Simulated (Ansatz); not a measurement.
# Mg2C3: the cost of one run

Program: Ansatz 0.2.0 through its Python package. Level of theory: DFT r2SCAN, plane waves, PAW. These are calculated values, not measurements.

### 1 Starting point

Mg2C3 C2/m: It takes space group C2/m (No. 12, monoclinic). The conventional cell has a = 4.831 Å, b = 4.700 Å, c = 4.987 Å, α = 90.00°, β = 104.25°, γ = 90.00°. Around Mg (site symmetry m) lie 6 C at 2.24 to 2.55 Å. Around C (site symmetry m) lie 1 C at 1.34 Å. C (site symmetry 2/m) has 2 C at 1.34 Å as nearest neighbours.

MgC2 P4_2/mnm: It takes space group P4_2/mnm (No. 136, tetragonal). Conventional cell: a = 3.951 Å, b = 3.951 Å, c = 4.987 Å, α = 90.00°, β = 90.00°, γ = 90.00°. Mg (site symmetry mmm) is surrounded by 2 C at 2.17 Å. Around C (site symmetry m2m) lie 1 C at 1.26 Å.

Mg P6_3/mmc: The structure is hexagonal, space group P6_3/mmc (No. 194). Conventional cell: a = 3.209 Å, b = 3.209 Å, c = 5.210 Å, α = 90.00°, β = 90.00°, γ = 120.00°. Mg (site symmetry -6m2) is surrounded by 12 Mg at 3.20 to 3.21 Å.

C R-3m: It takes space group R-3m (No. 166, trigonal). Conventional cell: a = 2.456 Å, b = 2.456 Å, c = 10.041 Å, α = 90.00°, β = 90.00°, γ = 120.00°. C (site symmetry 3m) is surrounded by 3 C at 1.42 Å.

No structure file is read: the coordinates are typed or built in the script.

### 2 Script

File hull.py:

```python
from collections import Counter

import ansatz as az
import matplotlib.pyplot as plt
import numpy as np
from tabulate import tabulate

XC = 'r2scan'
CUTOFF = 620
KSPACING = 0.33
FILLING = 'gaussian'
WIDTH_EV = 0.02

PHASES = {
    'Mg2C3 C2/m': (
        [(2.4155, -2.35, 0.0), (2.4155, 2.35, 0.0), (-1.22707437, 0.0, 4.83327643)],
        [
            ('Mg', (0.1913, 0.1913, 0.7989)),
            ('Mg', (0.8087, 0.8087, 0.2011)),
            ('C', (0.7011, 0.7011, 0.7385)),
            ('C', (0.2989, 0.2989, 0.2615)),
            ('C', (0.5, 0.5, 0.5)),
        ],
    ),
    'MgC2 P4_2/mnm': (
        [(3.950777, 0.0, 0.0), (0.0, 3.950777, 0.0), (0.0, 0.0, 4.987089)],
        [
            ('Mg', (0.5, 0.5, 0.0)),
            ('Mg', (0.0, 0.0, 0.5)),
            ('C', (0.887655, 0.887655, 0.0)),
            ('C', (0.612345, 0.387655, 0.5)),
            ('C', (0.112345, 0.112345, 0.0)),
            ('C', (0.387655, 0.612345, 0.5)),
        ],
    ),
    'Mg': (
        [(3.2093, 0.0, 0.0), (-1.60465, 2.77933533, 0.0), (0.0, 0.0, 5.2103)],
        [
            ('Mg', (1 / 3, 2 / 3, 0.25)),
            ('Mg', (2 / 3, 1 / 3, 0.75)),
        ],
    ),
    'C': (
        [(1.22802871, 0.70900271, 3.34701145), (-1.22802871, 0.70900271, 3.34701145), (0.0, -1.41800541, 3.34701145)],
        [
            ('C', (0.836, 0.836, 0.836)),
            ('C', (0.164, 0.164, 0.164)),
        ],
    ),
}


def build(vectors, sites):
    crystal = az.Crystal(lattice=az.Lattice.of(vectors))
    for symbol, position in sites:
        crystal = crystal.atom(symbol, position)
    return crystal


def compute(name, crystal):
    calc = (
        crystal.calculation()
        .functional(XC)
        .basis(CUTOFF)
        .kpoints(spacing=KSPACING)
        .occupations(FILLING, width=WIDTH_EV)
    )
    calc = calc.relax(force_tolerance=0.01, fix_cell=['shape'])
    return calc.run(threads=1, backend='cpu')


def counts(outcome):
    return Counter(site.symbol for site in outcome.lattice.sites)

def formation_energy(outcome, mu):
    n = counts(outcome)
    return (outcome.report['energy_sigma0_ev'] - sum(k * mu[element] for element, k in n.items())) / sum(n.values())

phases = {name: build(*cell) for name, cell in PHASES.items()}

done = {name: compute(name, crystal) for name, crystal in phases.items()}

references = {'Mg': 'Mg', 'C': 'C'}
mu = {element: done[name].report['energy_sigma0_ev'] / len(done[name].lattice.sites) for element, name in references.items()}
points = sorted((counts(o)['C'] / len(o.lattice.sites), formation_energy(o, mu), name) for name, o in done.items())

hull = []
for x, e, _ in points:
    while len(hull) > 1 and (hull[-1][0] - hull[-2][0]) * (e - hull[-2][1]) - (hull[-1][1] - hull[-2][1]) * (x - hull[-2][0]) <= 0:
        hull.pop()
    hull.append((x, e))
rows = [(name, x, e, e - np.interp(x, *zip(*hull))) for x, e, name in points]
print(tabulate(rows, headers=['phase', 'x(C)', 'E_form (eV/atom)', 'above hull (eV/atom)'], floatfmt='.4f', tablefmt='rst'))
print('on the hull of these phases:', ', '.join(row[0] for row in rows if row[3] < 1e-6))
stable = [row for row in rows if row[3] < 1e-6]
plt.figure(figsize=(4.5, 3.2))
plt.plot([row[1] for row in stable], [row[2] for row in stable], 'k-o')
plt.plot([row[1] for row in rows], [row[2] for row in rows], 'r.')
plt.xlabel('fraction of C')
plt.ylabel('formation energy (eV/atom)')
plt.tight_layout()
plt.savefig('hull.png', dpi=100)
```

### 3 The calls as engine input

The engine receives this input (first run):

```yaml
crystal:
  lattice:
    - [2.4155, -2.35, 0.0]
    - [2.4155, 2.35, 0.0]
    - [-1.22707437, 0.0, 4.83327643]
  atoms:
    - { symbol: Mg, position: [0.1913, 0.1913, 0.7989] }
    - { symbol: Mg, position: [0.8087, 0.8087, 0.2011] }
    - { symbol: C, position: [0.7011, 0.7011, 0.7385] }
    - { symbol: C, position: [0.2989, 0.2989, 0.2615] }
    - { symbol: C, position: [0.5, 0.5, 0.5] }
basis:
  ecutwfc: 620.0
kpoints:
  mp_grid:
    kspacing: 0.33
hamiltonian:
  xc: r2scan
scf:
  occupations:
    method: gaussian
    width: 0.02
relax:
  f_tol: 0.01
  cell:
    fix: [shape]
```

### 4 The run

Command:

```bash
> python hull.py
```

Q: Estimate wall time and peak memory on 1 thread of Arm Neoverse V2, shared host.

About 75 s, with a peak of 0.75 GiB.
